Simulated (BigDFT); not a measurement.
Molecule: FNa, in a box.

```
F Na
1.0
    11.00000    0.00000    0.00000
     0.00000   10.00000    0.00000
     0.00000    0.00000   10.00000
F Na
1 1
Direct
  0.42674 0.52912 0.46096
  0.57562 0.47508 0.54585
```

```yaml
Program: BigDFT 1.9.6
Task: single point
Functional: PBE
Potentials_or_basis: UZH-GTH-PBE (F q7, Na q1)
Grid_spacing: 0.27 bohr
Occupations: fixed
Spin: no spin polarisation
```

On this cell: largest force 1.051 eV/Å.

The same run follows on a disturbed copy (atoms moved at random, drawn with an rms of 0.05 Å):

```
CELL_PARAMETERS angstrom
11.00000 0.00000 0.00000
0.00000 10.00000 0.00000
0.00000 0.00000 10.00000
ATOMIC_POSITIONS crystal
F 0.43041 0.52767 0.46252
Na 0.57602 0.47130 0.55147
```

Problem. What changes?

Solution. The energy moves by -2.1 meV/atom; largest force 1.085 eV/Å.

Forces in eV/Å, atoms in the order of the input:
```
F    0.907 -0.319  0.503
Na  -0.907  0.319 -0.503
```

Caveats: the noise in the forces, which the program reports and removes, is over 0.05 eV/Å, so forces are rough (some runs); boundaries are free: the box only frames the coordinates (some runs).
